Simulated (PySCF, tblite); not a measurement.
# Ge₂H₉NSi+ (doublet): geometry, infrared bands and EPR parameters

Wanted: the infrared bands and EPR parameters of Ge₂H₉NSi+ (doublet) (`[NH2+][GeH2][GeH2][SiH3]`), by calculation.

Programs: tblite 0.8.0 and PySCF 2.14.0, with density-fitted response routines of our own. Each step states its level of theory. These are calculated values for one molecule in the gas phase, unless marked as measured. Atoms count from 0, in the outputs and in this text.

## Step 1: The starting structure

13 atoms, charge 1, multiplicity 2; geometry from: force field or distance geometry start.

Bonds of the start (Å): N0–Ge1 1.86, Ge1–Ge2 2.39, Ge2–Si3 2.33, N0–H4 1.05, N0–H5 1.06, Ge1–H6 1.54, Ge1–H7 1.56, Ge2–H8 1.55, Ge2–H9 1.55, Si3–H10 1.47, Si3–H11 1.48, Si3–H12 1.46.

## Step 2: Relaxing the molecule with GFN2-xTB

What the job is given:

```
{"job": {"kind": "relax", "xc": "GFN2-xTB", "basis": "xTB"}, "charge": 1, "multiplicity": 2}
N      2.197200     0.469400    -0.834900
Ge     1.321700    -1.086500    -0.307700
Ge    -0.559100    -0.526700     1.050400
Si    -1.929500     0.921700    -0.157000
H      2.423000     0.996200     0.044500
H      1.475500     1.042700    -1.349700
H      0.852200    -1.869000    -1.553200
H      2.310100    -1.962300     0.530600
H     -1.350200    -1.811900     1.409100
H     -0.092800     0.178900     2.346700
H     -2.381800     0.245100    -1.380600
H     -3.097500     1.278300     0.671500
H     -1.173200     2.124600    -0.487600
```

On the command line:

```sh
$ OMP_NUM_THREADS=1 python probes_run.py task.json out
```

The driver reads the jobs from task.json and runs them one after another.

The log of the run:

```text
step      E/eV     max force
  0    -343.56509    2.130
  1    -343.75843    1.382
  2    -343.92137    0.798
  3    -343.96597    0.546
  4    -344.00947    0.659
  5    -344.04943    0.689
  6    -344.08273    0.568
  7    -344.10396    0.382
  8    -344.11874    0.404
  9    -344.13243    0.290
 10    -344.14197    0.306
 11    -344.15047    0.290
 12    -344.16019    0.325
 13    -344.16744    0.248
 14    -344.17202    0.151
 15    -344.17592    0.229
 16    -344.17980    0.253
 17    -344.18362    0.190
 18    -344.18631    0.119
 19    -344.18777    0.090
 20    -344.18875    0.127
 21    -344.19014    0.174
 22    -344.19241    0.174
 23    -344.19528    0.167
 24    -344.19707    0.124
 25    -344.19820    0.079
 26    -344.19930    0.092
 27    -344.20071    0.096
 28    -344.20230    0.110
 29    -344.20343    0.093
 30    -344.20396    0.055
 31    -344.20427    0.054
 32    -344.20466    0.055
 33    -344.20526    0.081
 34    -344.20609    0.098
 35    -344.20696    0.083
 36    -344.20757    0.055
 37    -344.20789    0.046
 38    -344.20814    0.053
 39    -344.20849    0.064
 40    -344.20906    0.083
 41    -344.20992    0.116
 42    -344.21086    0.109
 43    -344.21160    0.073
 44    -344.21209    0.056
 45    -344.21246    0.053
 46    -344.21284    0.047
 47    -344.21321    0.052
 48    -344.21350    0.054
 49    -344.21371    0.044
 50    -344.21393    0.058
 51    -344.21422    0.057
 52    -344.21471    0.069
 53    -344.21508    0.049
 54    -344.21529    0.038
 55    -344.21542    0.029
 56    -344.21557    0.047
 57    -344.21582    0.067
 58    -344.21621    0.072
 59    -344.21671    0.063
 60    -344.21712    0.047
 61    -344.21734    0.033
 62    -344.21747    0.037
 63    -344.21763    0.050
 64    -344.21786    0.052
 65    -344.21815    0.044
 66    -344.21840    0.034
 67    -344.21857    0.027
 68    -344.21869    0.029
 69    -344.21882    0.032
 70    -344.21897    0.043
 71    -344.21921    0.050
 72    -344.21957    0.057
 73    -344.22001    0.067
 74    -344.22034    0.049
 75    -344.22052    0.030
 76    -344.22060    0.018
 77    -344.22066    0.023
 78    -344.22077    0.040
 79    -344.22094    0.047
 80    -344.22114    0.036
 81    -344.22125    0.017
 82    -344.22128    0.012
 83    -344.22130    0.011
 84    -344.22133    0.013
 85    -344.22139    0.018
 86    -344.22150    0.027
 87    -344.22168    0.039
 88    -344.22188    0.039
 89    -344.22202    0.024
 90    -344.22208    0.016
 91    -344.22211    0.021
 92    -344.22217    0.024
 93    -344.22227    0.027
 94    -344.22242    0.029
 95    -344.22254    0.021
 96    -344.22259    0.013
 97    -344.22261    0.013
 98    -344.22262    0.012
 99    -344.22266    0.017
100    -344.22273    0.028
101    -344.22285    0.036
102    -344.22298    0.033
103    -344.22306    0.015
104    -344.22308    0.011
105    -344.22309    0.010
106    -344.22310    0.010
107    -344.22316    0.020
108    -344.22325    0.028
109    -344.22337    0.027
110    -344.22345    0.015
111    -344.22348    0.013
112    -344.22349    0.010
113    -344.22351    0.010
```

It took 0.53 s on 1 thread of Arm Neoverse V2, shared host.

The steps of the relaxation: (not every step is listed)

| step | energy from step 0 (eV) | largest force (eV/Å) |
| --- | --- | --- |
| 0 | 0.0000 | 2.1305 |
| 1 | -0.1933 | 1.3818 |
| 2 | -0.3563 | 0.7980 |
| 3 | -0.4009 | 0.5459 |
| 4 | -0.4444 | 0.6586 |
| 5 | -0.4843 | 0.6889 |
| 6 | -0.5176 | 0.5677 |
| 7 | -0.5389 | 0.3823 |
| 8 | -0.5537 | 0.4038 |
| 18 | -0.6212 | 0.1188 |
| 28 | -0.6372 | 0.1097 |
| 38 | -0.6431 | 0.0530 |
| 48 | -0.6484 | 0.0542 |
| 58 | -0.6511 | 0.0722 |
| 68 | -0.6536 | 0.0286 |
| 78 | -0.6557 | 0.0395 |
| 88 | -0.6568 | 0.0394 |
| 98 | -0.6575 | 0.0122 |
| 108 | -0.6582 | 0.0280 |
| 109 | -0.6583 | 0.0270 |
| 110 | -0.6584 | 0.0149 |
| 111 | -0.6584 | 0.0126 |
| 112 | -0.6584 | 0.0097 |
| 113 | -0.6584 | 0.0096 |

Distances of close pairs at the start and the end, largest changes first:

| bond | before (Å) | after (Å) | change (Å) |
| --- | --- | --- | --- |
| Ge1–Ge2 | 2.386 | 2.565 | +0.179 |
| Ge2–Si3 | 2.331 | 2.464 | +0.133 |
| N0–Ge1 | 1.862 | 1.776 | -0.086 |
| Ge1–H7 | 1.564 | 1.510 | -0.054 |
| N0–H5 | 1.056 | 1.010 | -0.046 |
| N0–H4 | 1.050 | 1.010 | -0.040 |
| Ge1–H6 | 1.544 | 1.507 | -0.037 |
| Ge2–H8 | 1.551 | 1.525 | -0.026 |

The next job starts from the end point, and lists it.

## Step 3: Harmonic vibrations with GFN2-xTB

What the job is given:

```
{"job": {"kind": "ir", "xc": "GFN2-xTB", "basis": "xTB"}, "charge": 1, "multiplicity": 2}
N      2.346012     0.362970    -0.736931
Ge     1.338343    -1.044849    -0.340823
Ge    -0.742965    -0.436132     1.029765
Si    -2.347098     1.012043    -0.154242
H      2.951098     0.827173    -0.074504
H      2.280964     0.889811    -1.595855
H      0.982159    -1.686765    -1.657231
H      2.138892    -1.885026     0.624999
H     -1.164613    -1.808675     1.544826
H     -0.098797     0.120079     2.300229
H     -2.676859     0.266441    -1.368726
H     -3.429753     1.148183     0.817065
H     -1.581771     2.235234    -0.406300
```

The log of the run:

```text
mode    cm-1     km/mol
  1      12.5      0.92
  2      24.1      0.03
  3      41.0      0.17
  4      89.3      1.27
  5     155.4      0.46
  6     190.3     12.25
  7     215.8      5.35
  8     254.5     37.98
  9     347.6     24.40
 10     377.9      0.84
 11     398.0      6.06
 12     418.4    334.79
 13     436.4      4.18
 14     455.5      4.93
 15     538.5      4.40
 16     562.5     80.44
 17     692.8     34.54
 18     700.0    243.72
 19     704.6    557.64
 20     712.9     86.94
 21     721.4     84.14
 22     724.6    247.07
 23     878.0    191.05
 24    1426.1     51.86
 25    1799.7    258.09
 26    1850.1     40.18
 27    1877.5    444.79
 28    1952.0    343.99
 29    2254.3     66.08
 30    2278.3    181.67
 31    2295.4    163.19
 32    3413.8    104.63
 33    3446.8     18.08
```

Wall time 0.3 s (1 thread of Arm Neoverse V2, shared host).

The strongest bands and the atoms that carry them (share of the mass-weighted mode):

| cm⁻¹ | km/mol | atoms |
| --- | --- | --- |
| 418 | 334.8 | H4 47 %, H5 28 %, N0 17 % |
| 700 | 243.7 | H11 39 %, H10 28 % |
| 705 | 557.6 | H11 36 %, H12 34 %, H10 16 % |
| 725 | 247.1 | H4 22 %, H5 21 %, H6 15 %, N0 14 % |
| 878 | 191.1 | H9 47 %, H8 47 % |
| 1800 | 258.1 | H9 62 %, H8 36 % |
| 1878 | 444.8 | H8 62 %, H9 36 % |
| 1952 | 344.0 | H6 65 %, H7 33 % |

## Step 4: EPR parameters: B3LYP/def2-TZVP-core+pcH-1

Settings changed since step 3:

```diff
@@ -1,2 +1,2 @@
-{"job": {"kind": "ir", "xc": "GFN2-xTB", "basis": "xTB"}, "charge": 1, "multiplicity": 2}
+{"job": {"kind": "epr", "basis": "pcH-1"}, "charge": 1, "multiplicity": 2}
 N      2.346012     0.362970    -0.736931
```

Method: UKS B3LYP, def2-TZVP-core on Ge, pcH-1 on H N Si, non-relativistic, mean-field spin-orbit, GIAO.

The log of the run:

```text
UKS, coarse grid
  cycle   1  E = -4503.35428721  |g| = 1.89e+00
  cycle   2  E = -4503.04528759  |g| = 1.44e+00
  cycle   3  E = -4503.26931523  |g| = 8.16e-01
  cycle   4  E = -4503.47973290  |g| = 3.07e-01
  cycle   5  E = -4503.51827196  |g| = 7.62e-02
  cycle   6  E = -4503.52131543  |g| = 1.47e-02
  cycle   7  E = -4503.52145129  |g| = 3.76e-03
  cycle   8  E = -4503.52145913  |g| = 1.73e-03
  cycle   9  E = -4503.52146058  |g| = 8.43e-04
UKS, final grid
  cycle   1  E = -4503.52147835  |g| = 1.00e-03
  cycle   2  E = -4503.52147572  |g| = 2.57e-03
  cycle   3  E = -4503.52147892  |g| = 1.46e-04
  cycle   4  E = -4503.52147893  |g| = 1.05e-04
  cycle   5  E = -4503.52147894  |g| = 3.72e-05
  cycle   6  E = -4503.52147894  |g| = 1.92e-05
E = -4503.52147894 Eh   <S^2> = 0.7569 (exact 0.7500)
g shifts (ppm)      1          2          3
  rmc          -196       -196       -196
  gc             -0         31         52
  oz_so         451      23737      42708
  total         256      23572      42566
hyperfine (MHz)  atom isotope    a_iso     a_fc   dipolar eigenvalues
    0   14N      19.12      18.68    -22.32    -22.17     44.48
    1  73Ge      16.52      16.29    -17.61      8.63      8.98
    2  73Ge       7.25       7.14    -33.01     15.96     17.05
    3  29Si      -3.75      -3.54    -15.73      7.32      8.41
    4    1H     -31.45     -31.69    -25.59     -6.19     31.78
    5    1H     -32.23     -32.46    -26.04     -6.02     32.06
    6    1H      73.25      73.26     -2.35     -1.56      3.91
    7    1H     144.92     144.94     -2.44     -1.58      4.03
    8    1H      15.71      15.53     -4.89      1.04      3.86
    9    1H      -2.84      -3.00     -4.75      1.09      3.66
   10    1H      -3.02      -3.03     -1.60     -0.39      1.99
   11    1H      40.36      40.37     -2.01      0.65      1.36
   12    1H      -1.89      -1.91     -1.87      0.14      1.73
```

Run time: 4.1 min. Hardware: 1 thread of Arm Neoverse V2, shared host; peak memory 1.2 GiB.

Principal g values 2.00258, 2.02589, 2.04489; g(iso) = 2.02445, against 2.00232 for a free electron.

Hyperfine couplings; where a row names several nuclei, a(iso) is their mean (it holds for fast rotation or exchange) and the dipolar term the largest among them:

| nuclei | isotope | a(iso) (MHz) | a(iso) (G, at g = 2.0023) | largest dipolar term (MHz) |
| --- | --- | --- | --- | --- |
| H6, H7 | 1H | 109.1 | 38.9 | 4.0 |
| H4, H5 | 1H | -31.8 | -11.4 | 32.1 |
| N0 | 14N | 19.1 | 6.8 | 44.5 |
| Ge1 | 73Ge | 16.5 | 5.9 | -17.6 |
| H10, H11, H12 | 1H | 11.8 | 4.2 | -2.0 |
| Ge2 | 73Ge | 7.3 | 2.6 | -33.0 |
| H8, H9 | 1H | 6.4 | 2.3 | -4.9 |
| Si3 | 29Si | -3.8 | -1.3 | -15.7 |

Mulliken spin populations:

N0 0.47; Ge1 0.07; Ge2 0.33; Si3 0.04; H4 -0.02; H5 -0.02; H6 0.04; H7 0.07; H8 0.01; H9 0.00; H10 0.00; H11 0.02; H12 0.00

In first order the couplings over 0.8 MHz of 1H, 14N give 324 distinct lines over 131.5 G, if the averaged nuclei exchange fast.

The fields below are evaluated on a grid from the run's orbitals.

ELF in a plane through or near 5 of the atoms.

Ten even steps from ' ' (0.00) to '@' (1.00):
```
                                                        
                                                        
                              ::..                      
                          ..##@@@@%%--                  
            ..**@@##..    ::@@@@@@@@##                  
            ##@@@@@@**    ::@@@@@@@@**                  
          --@@@@@@@@%%--..::--::==++--                  
          ::%%@@@@@@##==++==::**--::--      ....        
            ..--**::..::****--**==--##--==%%@@@@**      
            ..::--..::..++##----++@@##==@@@@@@@@@@      
          ..==**%%##--::======**%%##..::++@@@@@@@@..    
          --**%%##++##++::  ..::--::--##..%%@@%%++      
          ..--**%%%%##--..      ==%%**::::----..        
            ..**@@@@%%--      ..##@@@@%%==..            
              ++@@@@%%::      ..##@@@@##--              
              ..##%%++          ==####==..              
                                    ..                  
                                                        
                                                        
                                                        
```
The map spans 12.6 Å across and 10.1 Å up, centred on the molecule. Atoms in the plane (x, y in Å): N0 (-2.3, -0.9), Ge2 (0.8, 1.1), Si3 (2.5, -0.7), H5 (-2.2, -1.9), H7 (-2.4, 1.7).

On the surface of density 0.002 e/bohr³ the electrostatic potential runs, from the 1st to the 99th percentile, from 3.51 to 6.05 V.

The spin density lies nearest to N0 33 %; Ge2 22 %; Ge1 14 %; H7 7 %.

## Step 5: Summary of results

```
                                 quantity                    value
strongest single infrared mode (GFN2-xTB)     705 cm⁻¹, 558 km/mol
             zero-point energy (GFN2-xTB)            46.1 kcal/mol
                           g(iso) (B3LYP)                  2.02445
                                     ⟨S²⟩       0.757 (exact 0.75)
       largest a(iso) (averaged by class)  1H on H6, H7, 109.1 MHz
```

**Reading.** The optimisation took 113 steps and gained 0.658 eV; among the close pairs (by a distance rule), Ge1–Ge2 changed most, from 2.386 to 2.565 Å. No mode is imaginary among the 33: a minimum at this level. The strongest single mode, at 705 cm⁻¹, is carried by H11, H12, H10. GFN2-xTB is a fitted tight-binding method: band positions and strengths are rough. Its intensities can rank the bands wrongly. The largest share of the spin, 0.47 e, sits on N0. The isotropic g lies 22.1 ppt above the free-electron value. The hyperfine terms hold no scalar relativity, which the heavier nuclei need.
